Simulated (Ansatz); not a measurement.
The system is TiTeS.

```xyz
3
Lattice="3.6035 0.0000 0.0000 -1.8018 3.1207 0.0000 0.0000 0.0000 6.5256" Properties=species:S:1:pos:R:3 pbc="T T T"
Te    0.0000    0.0000    4.8747
Ti    0.0000    2.0805    0.2171
S     1.8018    1.0402    1.4338
```

The cell comes from a database or a generator and needn't be the stable form of this composition.

```yaml
Program: Ansatz 0.2.0
Task: relaxation of cell and atoms
Functional: PBE
Potentials_or_basis: Ansatz PAW
Cutoff: "420 eV (not typed: the program's choice for these potentials)"
k_mesh: 9 × 9 × 4
Occupations: fermi-dirac, width 0.05 eV
Spin: no spin polarisation
```

At the start: volume 24.46 Å³/atom.

Problem. How do energy, volume and symmetry change on relaxing?

Solution. It ends after 8 steps and the volume is 25.93 Å³/atom (+6.0 %); space group P3m1 (No. 156, to 0.05 Å).

The path:
| step | energy change (eV) | largest force (eV/Å) | volume (Å³) |
| --- | --- | --- | --- |
| 1 | 0.0000 | 0.1585 | 73.38 |
| 2 | -0.0021 | 0.2140 | 73.97 |
| 3 | -0.0064 | 0.0466 | 74.80 |
| 4 | -0.0081 | 0.0289 | 76.02 |
| 5 | -0.0088 | 0.0270 | 77.02 |
| 6 | -0.0090 | 0.0052 | 77.65 |
| 7 | -0.0090 | 0.0003 | 77.79 |
| 8 | -0.0096 | 0.0003 | 77.79 |

Final structure:
```
Te Ti S
1.0
     3.59385    0.00000    0.00000
    -1.79692    3.11236    0.00000
     0.00000    0.00000    6.95434
Te Ti S
1 1 1
Direct
  0.00000 0.00000 0.75969
  0.33333 0.66667 0.03240
  0.66667 0.33333 0.20790
```

Caveat: the plane-wave basis is chosen anew once the cell has moved, so the energies of steps on either side of that aren't comparable; this functional lacks dispersion, which binds the layers, so the pressure and a relaxed spacing across them are unreliable.
